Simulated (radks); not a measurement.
# Valence configurations of S

An exercise on one series of results from a longer session: the logs are not shown, and one member is left open.

Program: radks (a radial shooting solver on a logarithmic mesh, Libxc functionals) version 1. Level of theory: Dirac Kohn-Sham, LDA (Slater exchange, Perdew-Wang correlation), spin-unpolarised, spherical densities, finite nucleus; open shells fill j = l - 1/2 first. These are calculated values, not measurements, unless marked.

## The system

| Item | Value |
| --- | --- |
| element | sulfur (Z = 16) |
| charge | 0 |
| electrons | 16 |
| configuration | [Ne] 3s2 3p4 |
| nuclear rms radius | 3.2611 fm |
| others tried | 3s1 3p5; 3p6; 3s1.5 3p4.5; 3s0.5 3p5.5 |

The first run:

Input:

```text
Z 16
configuration [Ne] 3s2 3p4
relativity Dirac
functional lda,pw
spin unpolarised
j_filling energy
nucleus finite rms 3.2611 fm
c 137.035999084
```

Steps of the session up to this table: [Ne] 3s2 3p4.

One of the session's tables, all rows but one given; the rest of the session is left out.

It belongs to the step «[Ne] 3s2 3p4». From the orbitals of this run (lengths in bohr):

```
level     <r>  outermost maximum (interpolated)  90 % within  nodes
1s1/2       ?                                 ?            ?      ?
2s1/2  0.4809                             0.389        0.755      1
2p1/2  0.4419                             0.324        0.737      0
2p3/2  0.4442                             0.326        0.741      0
3s1/2   1.694                              1.41         2.58      2
3p1/2   2.066                              1.59         3.29      1
3p3/2   2.076                              1.60         3.31      1
```

Estimate the missing values for 1s1/2.

As computed: <r>: 0.09715; outermost maximum (interpolated): 0.0635; 90 % within: 0.174; nodes: 0. In the column «<r>» it is the lowest.
